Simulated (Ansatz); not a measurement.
**CdTe5: from a guess to a relaxed structure**

Where does this trial cell of CdTe5 go when cell and atoms are let free?

Program: Ansatz 0.2.0. Level of theory: DFT PBE, scalar-relativistic, plane waves, PAW. These are calculated values, not measurements.

## Step 1: The system as given

The structure is hexagonal, space group P6/mmm (No. 191). The conventional cell has a = 6.704 Å, b = 6.704 Å, c = 5.517 Å, α = 90.00°, β = 90.00°, γ = 120.00°. Cd (site symmetry 6/mmm) is surrounded by 18 Te at 3.87 to 4.34 Å. Around Te (site symmetry mmm) lie 8 Te at 3.35 to 3.37 Å and 4 Cd at 4.34 Å. Te (site symmetry -6m2) is surrounded by 9 Te at 3.37 to 3.87 Å and 3 Cd at 3.87 Å.

Structure file:

```
Cd Te
1.0
     6.70394    0.00000    0.00000
    -3.35197    5.80578    0.00000
     0.00000    0.00000    5.51743
Cd Te
1 5
Direct
  0.00000 0.00000 0.00000
  0.00000 0.50000 0.50000
  0.50000 0.50000 0.50000
  0.33333 0.66667 0.00000
  0.50000 0.00000 0.50000
  0.66667 0.33333 0.00000
```

The cell is invented: species swapped into a database cell of GdRh5 (P6/mmm, No. 191), with Cd on the Gd sites and Te on the Rh sites. The dimensions are guesses.

## Step 2: A first look at the guess

input.yaml reads:

```yaml
crystal:
  lattice:
    - [6.70393605, 0.0, 0.0]
    - [-3.35196803, 5.80577893, 0.0]
    - [0.0, 0.0, 5.5174302]
  atoms:
    - { symbol: Cd, position: [0.0, 0.0, 0.0] }
    - { symbol: Te, position: [0.0, 0.5, 0.5] }
    - { symbol: Te, position: [0.5, 0.5, 0.5] }
    - { symbol: Te, position: [0.33333333, 0.66666667, 0.0] }
    - { symbol: Te, position: [0.5, 0.0, 0.5] }
    - { symbol: Te, position: [0.66666667, 0.33333333, 0.0] }
basis:
  ecutwfc: 420
kpoints:
  mp_grid: { grid: [3, 3, 4] }
hamiltonian:
  xc: pbe
scf:
  occupations: { method: gaussian, width: 0.1 }
  lower_state_search: "off"
output:
  forces: true
  stress: true
  eigenvalues: true
```

Launch:

```sh
> ansatz run input.yaml --threads 1 --pin off --max-ram 2560MiB --backend cpu --events-out ev --progress --plain --runs-dir out
```

Further runs follow: full relaxation.

Before running it: what results should come out? Wanted: conventional cell; volume; energy over the elements; gap on the mesh.

**Answer**, as computed:

| quantity | value |
| --- | --- |
| symmetry at the end (tolerance 0.05 Å) | space group P6/mmm (No. 191) |
| conventional cell | a = 6.975 Å, b = 6.975 Å, c = 4.911 Å, α = 90.00°, β = 90.00°, γ = 120.00° |
| volume | 34.48 Å³/atom |
| energy over the elements | +0.33 eV/atom |
| gap on the mesh | none (metal) |

What this shows: The space group P6/mmm (No. 191) is kept, and the volume per atom shrinks by 3.7 % from the first guess. The formation energy is positive, so the separate elements lie lower. No finished test with a distortion of lower symmetry is shown, so the end may be a saddle point. The runs treat Te without spin-orbit coupling.
